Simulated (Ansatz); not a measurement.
# SiHBrF2 (SMILES F[SiH](F)Br): BLYP/def2-SVPD

Aim: the vertical ionisation energy of SiHBrF2 at BLYP/def2-SVPD, from 2 runs. 

The results are computed with Ansatz 0.2.0.

36 further runs of the same task are left out: 36 set aside as unsound or not needed. Runs told in other sessions of the task aren't counted.

## (1) The structure to begin with

The species is SiHBrF2 (5 atoms), meant as a singlet with charge 0. As SMILES, `F[SiH](F)Br`. The shape is that of a PBE0-D4/def2-TZVP optimisation.

Bond lengths: F1–Si2 1.578 Å, Si2–F3 1.578 Å, Si2–Br4 2.183 Å, Si2–H5 1.466 Å. Angles: F1–Si2–F3 107.6°, F1–Si2–Br4 109.1°, F3–Si2–Br4 109.1°, F1–Si2–H5 109.7°, F3–Si2–H5 109.7°, Br4–Si2–H5 111.6°.

## (2) A single-point energy at BLYP/def2-SVPD

input.yaml

```yaml
crystal:
  periodic: [false, false, false]
  atoms:
    - symbol: F
      position_ang: [-0.224900, -0.396300, 1.531900]
    - symbol: Si
      position_ang: [0.124200, 0.002500, 0.045800]
    - symbol: F
      position_ang: [0.210200, 1.576700, -0.017200]
    - symbol: Br
      position_ang: [-1.476800, -0.678900, -1.271900]
    - symbol: H
      position_ang: [1.417200, -0.577700, -0.330000]
basis:
  gaussian:
    orbitals: def2-SVPD
total_charge: 0
output: {orbitals: {seedname: orbitals}}
accuracy: high
hamiltonian:
  xc: {name: BLYP}
```

Run with:

```
ansatz run input.yaml --threads 1 --pin off --max-ram 2610MiB --events-out events.jsonl --progress --plain --runs-dir runs
```

Output:

```text
Warning: RAYON_NUM_THREADS=1 ignored (pool sized by the plan → 1); use --threads N
Functional definition: BLYP
  name "BLYP"
  parameter beta = 0.0042
  parameter a = 0.04918
  parameter b = 0.132
  parameter c = 0.2533
  parameter d = 0.349
  exchange = b88_x(beta = beta)
  correlation = lyp_c(a = a, b = b, c = c, d = d)
2220 factors; integrals over basis functions are off by at most 4.6e-9 eV
mean field evaluation 1: about -83360.1036 eV, gradient 5.0e1 eV
mean field evaluation 2: about -83345.5756 eV, gradient 1.1e2 eV
mean field evaluation 4: about -83363.8064 eV, gradient 2.7e0 eV
mean field evaluation 8: about -83363.8242 eV, gradient 4.9e-2 eV
mean field evaluation 16: about -83363.8242 eV, gradient 5.5e-6 eV
mean field -83363.82417643 eV, -3063.5640324542 hartree, gradient 5.9e-8 eV, S^2 0.000000; 0 other end points of the search recorded, 0 dependent functions left out
reference -83363.82422501 eV, -3063.5640342394 hartree; 34, 34 occupied and 85, 85 virtual orbitals, 2220 factors
Total energy: -83363.82422501 eV, -3063.5640342394 hartree
```

Run time: 9.3 s. Hardware: 1 thread of Arm Neoverse V1, shared host; peak memory 0.33 GiB.

## (3) The doublet cation

molecule.yaml

```yaml
crystal:
  periodic: [false, false, false]
  atoms:
    - {symbol: F, position_ang: [-0.224900, -0.396300, 1.531900]}
    - {symbol: Si, position_ang: [0.124200, 0.002500, 0.045800]}
    - {symbol: F, position_ang: [0.210200, 1.576700, -0.017200]}
    - {symbol: Br, position_ang: [-1.476800, -0.678900, -1.271900]}
    - {symbol: H, position_ang: [1.417200, -0.577700, -0.330000]}
basis:
  gaussian: {orbitals: def2-SVPD}
output: {orbitals: {seedname: orbitals}}
hamiltonian: {xc: {name: BLYP}}
magnetization: {spin_polarized: true, initial_magnetization: 1}
total_charge: 1
accuracy: high
```

Run with:

```
ansatz run molecule.yaml --threads 1 --pin off --max-ram 2610MiB --events-out events.jsonl --progress --plain --runs-dir runs
```

Output, shortened:

```text
Warning: RAYON_NUM_THREADS=1 ignored (pool sized by the plan → 1); use --threads N
Functional definition: BLYP
  name "BLYP"
[...]
2221 factors; integrals over basis functions are off by at most 4.6e-9 eV
[...]
mean field -83352.35270890 eV, -3063.1424637983 hartree, gradient 2.9e-8 eV, S^2 0.752125; 8 other end points of the search recorded, 0 dependent functions left out
reference -83352.35276035 eV, -3063.1424656890 hartree; 34, 33 occupied and 85, 86 virtual orbitals, 2221 factors
Total energy: -83352.35276035 eV, -3063.1424656890 hartree
```

Wall time 62 s (1 thread of Arm Neoverse V1, shared host); peak memory 0.44 GiB.

## (4) Outcome

At BLYP/def2-SVPD:

| quantity | value |
| --- | --- |
| singlet SiHBrF2: total energy | -3063.56403 Eh |
| singlet SiHBrF2: HOMO energy | -7.80 eV |
| singlet SiHBrF2: LUMO energy | -0.90 eV |
| singlet SiHBrF2: HOMO–LUMO gap | 6.90 eV |
| doublet cation: total energy | -3063.14247 Eh |
| doublet cation: HOMO energy (highest over α and β) | -14.96 eV |
| doublet cation: ⟨S²⟩ | 0.752 |
| vertical ionisation energy (to the doublet cation) | 11.471 eV |

The vertical ionisation energy comes to 11.47 eV (1107 kJ/mol). −ε(HOMO) before ionisation, 7.80 eV, is 3.67 eV below this ionisation energy.
